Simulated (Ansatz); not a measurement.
# HfB2: the cost of one run

Method: DFT PBEsol, scalar-relativistic, plane waves, PAW, in Ansatz 0.2.0.

## 1. The system as given

The structure is hexagonal, space group P6/mmm (No. 191). Conventional cell: a = 3.140 Å, b = 3.140 Å, c = 3.470 Å, α = 90.00°, β = 90.00°, γ = 120.00°. Around Hf (site symmetry 6/mmm) lie 12 B at 2.51 Å. Around B (site symmetry -6m2) lie 3 B at 1.81 Å and 6 Hf at 2.51 Å.

Coordinates:

```cif
data_structure
_symmetry_space_group_name_H-M 'P 1'
_symmetry_Int_Tables_number 1
_cell_length_a 3.1400
_cell_length_b 3.1400
_cell_length_c 3.4700
_cell_angle_alpha 90.000
_cell_angle_beta 90.000
_cell_angle_gamma 120.000
_cell_volume 29.63
loop_
_atom_site_label
_atom_site_type_symbol
_atom_site_fract_x
_atom_site_fract_y
_atom_site_fract_z
_atom_site_occupancy
Hf1 Hf 0.00000 0.00000 0.00000 1
B1 B 0.33333 0.66667 0.50000 1
B2 B 0.66667 0.33333 0.50000 1
```

## 2. Relaxing cell and atoms: HfB2, no spin

The input, input.yaml:

```yaml
crystal:
  lattice:
    - [3.14, 0.0, 0.0]
    - [-1.57, 2.71931977, 0.0]
    - [0.0, 0.0, 3.47]
  atoms:
    - { symbol: Hf, position: [0.0, 0.0, 0.0] }
    - { symbol: B, position: [0.3333333333, 0.6666666667, 0.5] }
    - { symbol: B, position: [0.6666666667, 0.3333333333, 0.5] }
scf:
  occupations: { method: gaussian, width: 0.1 }
output:
  forces: true
  stress: true
  eigenvalues: true
  write_density: true
  write_potential: true
  elf: true
  volumetric_format: npy
kpoints:
  mp_grid: { grid: [21, 21, 16] }
hamiltonian:
  xc: pbesol
relax:
  f_tol: 0.003
  max_steps: 60
  cell: { stress_tol: 0.02 }
```

The run is started by

```sh
ansatz run input.yaml --threads 4 --pin off --max-ram 8192MiB --backend cpu --events-out ev --progress --plain --runs-dir out
```

Q: Estimate wall time and peak memory on 4 threads of Arm Neoverse N1, shared host.

About 39 s, with a peak of 0.54 GiB.
